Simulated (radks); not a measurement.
**P in [Ne] 3s2 3p3: an all-electron calculation**

One table from this session's results is given with a row withheld; the runs are named, their logs left out.

The numbers are computed with radks (a radial shooting solver on a logarithmic mesh, Libxc functionals) version 1 (Dirac Kohn-Sham, HCTH/407, spin-unpolarised, spherical densities, finite nucleus; open shells fill j = l - 1/2 first), except any that are marked as measured or tabulated.

## The system

| Quantity | Value |
| --- | --- |
| element | phosphorus (Z = 15) |
| charge | 0 |
| electrons | 15 |
| configuration | [Ne] 3s2 3p3 |
| nuclear rms radius | 3.1889 fm |

Set-up of the first run:

The run's settings:

```text
Z 15
configuration [Ne] 3s2 3p3 4s0 3d0 4p0 4f0
relativity Dirac
functional hcth_407
spin unpolarised
j_filling energy
nucleus finite rms 3.1889 fm
c 137.035999084
```

Run with:

```
$ python run_ks.py task.json out
```

All runs below come from this command, one after another.

One table of the session follows, with a row left open; its other results are not shown here.

It belongs to the step «Radial structure». Radial moments (bohr):

| level | <r> | outermost maximum (interpolated) | 90 % within | nodes |
| --- | --- | --- | --- | --- |
| 1s1/2 | ? | ? | ? | ? |
| 2s1/2 | 0.5181 | 0.419 | 0.813 | 1 |
| 2p1/2 | 0.4817 | 0.353 | 0.804 | 0 |
| 2p3/2 | 0.4839 | 0.355 | 0.808 | 0 |
| 3s1/2 | 1.894 | 1.58 | 2.87 | 2 |
| 3p1/2 | 2.367 | 1.82 | 3.78 | 1 |
| 3p3/2 | 2.377 | 1.83 | 3.80 | 1 |

Q: Estimate the row for 1s1/2 from the others.

As computed: <r>: 0.1037; outermost maximum (interpolated): 0.0677; 90 % within: 0.185; nodes: 0. In the column «<r>» it is the lowest.

To keep in mind: Spin polarisation and multiplet splitting are left out.
